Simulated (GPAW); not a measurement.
The system is GeCN2.

```
Ge N C
1.0
     1.79379    1.03565    4.92196
    -1.79379    1.03565    4.92196
     0.00000   -2.07129    4.92196
Ge N C
1 2 1
Direct
  0.00000 0.00000 0.00000
  0.58390 0.58390 0.58390
  0.41610 0.41610 0.41610
  0.50000 0.50000 0.50000
```

The cell comes from a database or a generator and needn't be the stable form of this composition.

Base run:

| Quantity | Value |
| --- | --- |
| Program | GPAW 26.7.0 |
| Functional | PBEsol |
| Potentials or basis | PAW data sets generated in the run's folder for this functional |
| Cutoff | 800 eV |
| Basis | pw |
| k mesh | 9 × 9 × 9 |
| Occupations | fermi-dirac, width 0.05 eV |
| Spin | no spin polarisation |

Its results: band gap on the k mesh 1.01 eV, indirect (least direct gap 1.83 eV); pressure -4.1 GPa; largest force 0.128 eV/Å.

**Question.** The run is repeated on the same cell with these changes: k mesh from 9 × 9 × 9 to 6 × 6 × 6. What comes out?

**Answer.** Band gap on the k mesh 0.93 eV, indirect (least direct gap 1.95 eV); pressure -4.1 GPa; largest force 0.126 eV/Å.

Caveats: an odd mesh through Γ misses points on the zone boundary, where band edges often lie (some runs).

Not every run made on this cell is shown here.
